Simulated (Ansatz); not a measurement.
# C₇H₉F₉O₄Si: one species, many methods

One table from this session's results is given with a row withheld; the runs are named, their logs left out.

Program: Ansatz 0.2.0, Gaussian basis. Level of theory: functionals in def2-TZVPP, the program's frozen cores in correlated methods. These are calculated values, not measurements.

The runs, in order: LDA (SPW92), PBE-D4, revPBE-D4, BLYP-D4, r2SCAN-D4, B97M-V, PBE0-D4, B3LYP-D4, r2SCANh-D4, r2SCAN0-D4, HSE06-D4, BHLYP-D4, CAM-B3LYP-D4, LC-ωPBE, ωB97X-V, ωB97M-V, B2PLYP, PBE-QIDH; CCSD(T)/def2-SVP; MP2/def2-TZVPP; MP2/def2-QZVPP; RPA on PBE.

### The relaxed structure

All runs share one geometry, relaxed beforehand with PBE0-D4 in a triple-zeta def2 set.

SMILES `CO[Si](OCC(F)(F)F)(OCC(F)(F)F)OCC(F)(F)F`, 30 atoms, charge 0, spin multiplicity 1.

Atoms are counted from 1 here; the program's logs count them from 0.

Bond lengths: C1–O2 1.417 Å, C1–H22 1.093 Å, C1–H23 1.093 Å, C1–H24 1.090 Å, O2–Si3 1.610 Å, Si3–O4 1.622 Å, Si3–O10 1.631 Å, Si3–O16 1.630 Å, O4–C5 1.394 Å, C5–C6 1.513 Å, C5–H25 1.094 Å, C5–H26 1.095 Å, C6–F7 1.339 Å, C6–F8 1.336 Å, C6–F9 1.334 Å, O10–C11 1.396 Å, C11–C12 1.514 Å, C11–H27 1.093 Å and more. Angles: O2–C1–H22 110.5°, O2–C1–H23 111.1°, O2–C1–H24 107.9°, H22–C1–H23 109.3°, H22–C1–H24 108.9°, H23–C1–H24 109.1°, C1–O2–Si3 126.1°, O2–Si3–O4 107.2°, O2–Si3–O10 106.8°, O2–Si3–O16 117.2°, O4–Si3–O10 115.1°, O4–Si3–O16 105.8°, O10–Si3–O16 105.2°, Si3–O4–C5 127.4°, O4–C5–C6 109.0°, O4–C5–H25 110.8°, O4–C5–H26 112.5°, C6–C5–H25 107.8° and more.

The first run:

in.yaml

```yaml
crystal:
  periodic: [false, false, false]
  atoms:
    - {symbol: C, position_ang: [-1.280261, 2.312163, 1.230672]}
    - {symbol: O, position_ang: [-0.576395, 1.785047, 0.120117]}
    - {symbol: Si, position_ang: [-0.105943, 0.256860, -0.065560]}
    - {symbol: O, position_ang: [0.698004, -0.164072, 1.279230]}
    - {symbol: C, position_ang: [1.104475, -1.442831, 1.657920]}
    - {symbol: C, position_ang: [0.964588, -1.581101, 3.158200]}
    - {symbol: F, position_ang: [1.364927, -2.802615, 3.533902]}
    - {symbol: F, position_ang: [-0.300871, -1.424722, 3.555485]}
    - {symbol: F, position_ang: [1.705563, -0.687148, 3.814942]}
    - {symbol: O, position_ang: [0.768274, 0.196916, -1.440962]}
    - {symbol: C, position_ang: [1.716072, 1.130347, -1.863583]}
    - {symbol: C, position_ang: [3.115254, 0.581511, -1.677945]}
    - {symbol: F, position_ang: [4.012439, 1.475269, -2.107335]}
    - {symbol: F, position_ang: [3.302620, -0.549846, -2.360835]}
    - {symbol: F, position_ang: [3.379830, 0.319880, -0.392565]}
    - {symbol: O, position_ang: [-1.273948, -0.863940, -0.253470]}
    - {symbol: C, position_ang: [-1.976253, -1.181067, -1.415534]}
    - {symbol: C, position_ang: [-3.305768, -0.456703, -1.461972]}
    - {symbol: F, position_ang: [-3.974283, -0.814350, -2.564480]}
    - {symbol: F, position_ang: [-4.069739, -0.742108, -0.406557]}
    - {symbol: F, position_ang: [-3.145672, 0.871079, -1.492847]}
    - {symbol: H, position_ang: [-2.320357, 1.976564, 1.218603]}
    - {symbol: H, position_ang: [-0.813734, 2.009891, 2.171710]}
    - {symbol: H, position_ang: [-1.259243, 3.399334, 1.154763]}
    - {symbol: H, position_ang: [2.155482, -1.608525, 1.403659]}
    - {symbol: H, position_ang: [0.495182, -2.228729, 1.200666]}
    - {symbol: H, position_ang: [1.581954, 1.331560, -2.929298]}
    - {symbol: H, position_ang: [1.649011, 2.075999, -1.317413]}
    - {symbol: H, position_ang: [-1.422651, -0.921834, -2.323110]}
    - {symbol: H, position_ang: [-2.188547, -2.252812, -1.426403]}
basis:
  gaussian: {orbitals: def2-TZVPP}
hamiltonian: {xc: lda}
output: {orbitals: {seedname: orbitals}}
```

Run with:

```console
$ ansatz run in.yaml --threads 11 --pin off --events-out ev --progress --plain --max-ram 120832MiB --backend cuda --devices 0, --max-vram 75GiB
```

Steps of the session up to this table: LDA; PBE-D4 (GGA); revPBE-D4 (GGA); BLYP-D4 (GGA); r2SCAN-D4 (meta-GGA); B97M-V (meta-GGA); B3LYP-D4 (hybrid); r2SCANh-D4 (hybrid); r2SCAN0-D4 (hybrid); HSE06-D4 (hybrid); BHLYP-D4 (hybrid); CAM-B3LYP-D4 (range-separated); LC-ωPBE (range-separated); ωB97X-V (range-separated); ωB97M-V (range-separated); B2PLYP (double hybrid); PBE-QIDH (double hybrid).

One of the session's tables, all rows but one given; the rest of the session is left out.

It belongs to the step «Orbital energies across the functionals». 

```
  functional  HOMO (eV)  LUMO (eV)  gap (eV)
 LDA (SPW92)      -7.43      -0.76      6.67
      PBE-D4      -7.25      -0.39      6.86
   revPBE-D4      -7.18      -0.21      6.97
     BLYP-D4      -7.16      -0.30      6.86
   r2SCAN-D4      -7.62       0.04      7.66
      B97M-V          ?          ?         ?
     PBE0-D4      -8.90       0.56      9.46
    B3LYP-D4      -8.65       0.26      8.91
  r2SCANh-D4      -8.24       0.37      8.60
  r2SCAN0-D4      -9.16       0.83      9.99
    HSE06-D4      -8.49       0.18      8.67
    BHLYP-D4     -10.50       1.34     11.84
CAM-B3LYP-D4     -10.38       1.45     11.83
     LC-ωPBE     -11.71       2.81     14.53
     ωB97X-V     -11.39       2.54     13.93
     ωB97M-V     -11.32       2.15     13.47
```

Estimate the missing values for B97M-V.

The run gave: HOMO (eV): -7.76; LUMO (eV): -0.20; gap (eV): 7.55. In the column «HOMO (eV)» it lies between r2SCANh-D4 (-8.24) and r2SCAN-D4 (-7.62).
